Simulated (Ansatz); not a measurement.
# CH3BN2: basis-set convergence

One table from this session's results is given with a row withheld; the runs are named, their logs left out.

Method: one geometry, several basis sets; program: Ansatz 0.2.0, Gaussian basis.

Plan: PBE0-D4/def2-SVP; ωB97M-V/def2-SVP; PBE0-D4/def2-QZVPP; ωB97M-V/def2-QZVPP; the functionals' def2-TZVPP values are taken from earlier runs.

## Structure used throughout

The geometry comes from an earlier relaxation with PBE0-D4 in a triple-zeta def2 set; it is a stationary point, not always the lowest conformer.

SMILES `N=C1BN1`, 7 atoms, charge 0, spin multiplicity 1.

Atoms are counted from 1 here; the program's logs count them from 0.

Bond lengths: N1–C2 1.256 Å, N1–H5 1.020 Å, C2–B3 1.512 Å, C2–N4 1.406 Å, B3–N4 1.382 Å, B3–H6 1.182 Å, N4–H7 1.010 Å. Angles: C2–N1–H5 112.2°, N1–C2–B3 162.1°, N1–C2–N4 141.5°, B3–C2–N4 56.4°, C2–B3–N4 57.9°, C2–B3–H6 159.9°, N4–B3–H6 142.1°, C2–N4–B3 65.7°, C2–N4–H7 140.8°, B3–N4–H7 153.6°.

Set-up of the first run:

Input file in.yaml:

```yaml
crystal:
  periodic: [false, false, false]
  atoms:
    - {symbol: N, position_ang: [-1.387861, 0.620894, -0.862429]}
    - {symbol: C, position_ang: [-0.493852, 0.217800, -0.078094]}
    - {symbol: B, position_ang: [0.265405, -0.123056, 1.183656]}
    - {symbol: N, position_ang: [0.786753, -0.362373, -0.073199]}
    - {symbol: H, position_ang: [-1.124937, 0.499373, -1.840542]}
    - {symbol: H, position_ang: [0.514687, -0.233134, 2.334328]}
    - {symbol: H, position_ang: [1.501005, -0.687506, -0.709419]}
basis:
  gaussian: {orbitals: def2-SVP}
hamiltonian: {xc: pbe0, dispersion: d4}
output: {orbitals: {seedname: orbitals}}
```

Run with:

```
ansatz run in.yaml --threads 2 --pin off --events-out ev --progress --plain --max-ram 4352MiB
```

Steps of the session up to this table: PBE0-D4 in def2-SVP; ωB97M-V in def2-SVP; PBE0-D4 in def2-QZVPP; ωB97M-V in def2-QZVPP.

One of the session's tables, all rows but one given; the rest of the session is left out.

It belongs to the step «Density functionals: the series». 

```
functional       basis  HOMO (eV)
   PBE0-D4    def2-SVP          ?
   PBE0-D4  def2-TZVPP      -7.15
   PBE0-D4  def2-QZVPP      -7.19
   ωB97M-V    def2-SVP      -9.17
   ωB97M-V  def2-TZVPP      -9.45
   ωB97M-V  def2-QZVPP      -9.49
```

**Question.** Estimate the row for PBE0-D4, def2-SVP.

**Answer.** HOMO (eV): -6.90. In the column «HOMO (eV)» it is the highest.
